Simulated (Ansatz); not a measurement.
Working through an active-space calculation of AlBGeH4, SMILES [BH]1[AlH][GeH2]1

With Ansatz 0.2.0 through its Python package.

Typed at the interpreter:
```pycon
>>> import ansatz as az
>>> GEOMETRY = """
... B    -1.06570   -0.72440   -0.20190
... Al    0.45960    0.42450   -1.26620
... Ge    0.34830    0.13610    0.93730
... H    -2.04130   -1.29150   -0.28410
... H     1.15100    0.99550   -2.60570
... H    -0.12330    1.33840    1.80830
... H     1.33270   -0.94660    1.56650
... """
>>> mol = az.Crystal.molecule()
>>> for line in GEOMETRY.strip().splitlines():
...     symbol, *xyz = line.split()
...     mol = mol.atom(symbol, [float(v) for v in xyz])
...
>>> setup = (
...     mol.calculation()
...     .basis(gaussian="def2-SVP")
...     .correlation(active_electrons=2, active_orbitals=2)
... )
>>> for method in ["sc_nevpt2"]:
...     summary = (setup if method is None else setup.correlation(method)).run(threads=1).report
...     space = summary["configurations"]
...     state = space["states"][0]
...     print(method or "casscf", f"total {summary['free_energy_ev'] / 27.211386246:.6f} Ha, active-space state {state['energy']['hartree']:.6f} Ha, mean field {summary['reference_energy_ev'] / 27.211386246:.6f} Ha")
...     print("  determinants", state["n_determinants"], " natural occupations", [round(n, 3) for n in space["natural_occupations"]])
...
sc_nevpt2 total -2344.160968 Ha, active-space state -2343.810524 Ha, mean field -2343.794945 Ha
  determinants 4  natural occupations [1.972, 0.028]
>>> print("effectively unpaired electrons, sum of min(n, 2 - n):", round(sum(min(n, 2 - n) for n in space["natural_occupations"]), 3))
effectively unpaired electrons, sum of min(n, 2 - n): 0.056
```

What to keep in mind:
- Total energies depend on the basis set; only differences at equal settings carry meaning.
- The geometry is a force-field or estimated start, not a minimum of this method, and the basis set is short of its limit. The active space starts as a window about the frontier orbitals and is then optimised, not chosen by chemistry.
- Hardware and time: 8.7 s on 1 thread of Arm Neoverse V1 (shared host), peak memory 0.23 GiB.
